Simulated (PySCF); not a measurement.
# CH4MoO3 (Mo(CH)(OH)3): the cost of one run

Computed with PySCF 2.14.0 and routines of our own; the level stands in each step. Atoms count from 0.

## (1) The starting structure

9 atoms, charge 0, multiplicity 1; geometry from: GFN2-xTB.

## (2) Relaxing the molecule at PBE0-D3(BJ)/def2-SVP

The job: settings as JSON, then the geometry in Å.

```
{"job": {"xc": "PBE0", "basis": "def2-SVP", "d3": "d3bj", "grid": 1, "maxiter": 30, "shake": 0.03, "kind": "geom"}, "charge": 0, "multiplicity": 1}
Mo     0.059420    -0.078160    -0.295800
C     -0.011050    -0.010230     1.494970
H     -0.033020     0.000110     2.546220
O      1.820040     0.442230    -0.856490
H      2.580470     0.634830    -0.526030
O     -1.267860     1.297490    -0.812510
H     -1.830500     1.907260    -0.398620
O     -0.448760    -1.708420    -0.822160
H     -0.736000    -2.554550    -0.355230
```

Launch:

```bash
$ OMP_NUM_THREADS=1 python heavy_run.py task.json out
```

The driver reads the jobs from task.json and runs them one after another.

**Question.** How long does this first job take on 1 thread of Arm Neoverse V1, shared host, and how much memory does it need?

About 48 s, with a peak of 0.41 GiB.
